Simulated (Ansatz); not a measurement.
**C3H12InP: basis-set convergence**

An exercise on one series of results from a longer session: the logs are not shown, and one member is left open.

Program: Ansatz 0.2.0, Gaussian basis. Level of theory: one geometry, several basis sets. These are calculated values, not measurements.

Levels to be run: PBE0-D4/def2-SVP; ωB97M-V/def2-SVP; PBE0-D4/def2-QZVPP; ωB97M-V/def2-QZVPP; the functionals' def2-TZVPP values are taken from earlier runs.

**The geometry**

An earlier PBE0-D4 in a triple-zeta def2 set relaxation fixed the geometry. In takes the def2 core potential; no spin-orbit term is included.

SMILES `[CH3][In-]([CH3])([CH3])[PH3+]`, 17 atoms, charge 0, spin multiplicity 1.

Atoms are counted from 1 here; the program's logs count them from 0.

Bond lengths: C1–In2 2.175 Å, C1–H6 1.093 Å, C1–H7 1.092 Å, C1–H8 1.092 Å, In2–C3 2.175 Å, In2–C4 2.175 Å, In2–P5 2.874 Å, C3–H9 1.092 Å, C3–H10 1.092 Å, C3–H11 1.093 Å, C4–H12 1.092 Å, C4–H13 1.093 Å, C4–H14 1.092 Å, P5–H15 1.413 Å, P5–H16 1.413 Å, P5–H17 1.413 Å. Angles: In2–C1–H6 109.7°, In2–C1–H7 111.4°, In2–C1–H8 111.4°, H6–C1–H7 107.7°, H6–C1–H8 107.7°, H7–C1–H8 108.8°, C1–In2–C3 119.3°, C1–In2–C4 119.2°, C1–In2–P5 95.0°, C3–In2–C4 119.2°, C3–In2–P5 95.0°, C4–In2–P5 95.0°, In2–C3–H9 111.4°, In2–C3–H10 111.4°, In2–C3–H11 109.7°, H9–C3–H10 108.8°, H9–C3–H11 107.7°, H10–C3–H11 107.7° and more.

Set-up of the first run:

in.yaml

```yaml
crystal:
  periodic: [false, false, false]
  atoms:
    - {symbol: C, position_ang: [-0.560420, 1.177159, -1.918875]}
    - {symbol: In, position_ang: [0.395932, -0.147159, -0.482741]}
    - {symbol: C, position_ang: [2.198850, 0.515562, 0.537587]}
    - {symbol: C, position_ang: [-0.099898, -2.264928, -0.496514]}
    - {symbol: P, position_ang: [-1.375667, 0.510295, 1.683185]}
    - {symbol: H, position_ang: [-0.046343, 1.108930, -2.881014]}
    - {symbol: H, position_ang: [-0.516772, 2.217960, -1.591720]}
    - {symbol: H, position_ang: [-1.604883, 0.902572, -2.079857]}
    - {symbol: H, position_ang: [2.149814, 1.578314, 0.783263]}
    - {symbol: H, position_ang: [2.367765, -0.050320, 1.455981]}
    - {symbol: H, position_ang: [3.065354, 0.363594, -0.111042]}
    - {symbol: H, position_ang: [0.145744, -2.737873, 0.456477]}
    - {symbol: H, position_ang: [0.473370, -2.771679, -1.277034]}
    - {symbol: H, position_ang: [-1.159596, -2.424677, -0.705640]}
    - {symbol: H, position_ang: [-2.765438, 0.283163, 1.564946]}
    - {symbol: H, position_ang: [-1.218651, -0.100404, 2.947887]}
    - {symbol: H, position_ang: [-1.468160, 1.839091, 2.155211]}
basis:
  gaussian: {orbitals: def2-SVP}
hamiltonian: {xc: pbe0, dispersion: d4}
output: {orbitals: {seedname: orbitals}}
```

Run with:

```
$ ansatz run in.yaml --threads 4 --pin off --events-out ev --progress --plain --max-ram 11315MiB
```

Steps of the session up to this table: PBE0-D4 in def2-SVP; ωB97M-V in def2-SVP; PBE0-D4 in def2-QZVPP; ωB97M-V in def2-QZVPP.

One table of the session follows, with a row left open; its other results are not shown here.

It belongs to the step «Functionals by basis». 

```
functional       basis  HOMO (eV)  LUMO (eV)
   PBE0-D4    def2-SVP      -6.54       0.38
   PBE0-D4  def2-TZVPP      -6.63      -0.02
   PBE0-D4  def2-QZVPP      -6.65      -0.14
   ωB97M-V    def2-SVP      -8.74       1.98
   ωB97M-V  def2-TZVPP          ?          ?
   ωB97M-V  def2-QZVPP      -8.85       0.96
```

Estimate the missing values for ωB97M-V, def2-TZVPP.

As computed: HOMO (eV): -8.84; LUMO (eV): 1.36. In the column «HOMO (eV)» it lies between ωB97M-V, def2-QZVPP (-8.85) and ωB97M-V, def2-SVP (-8.74).
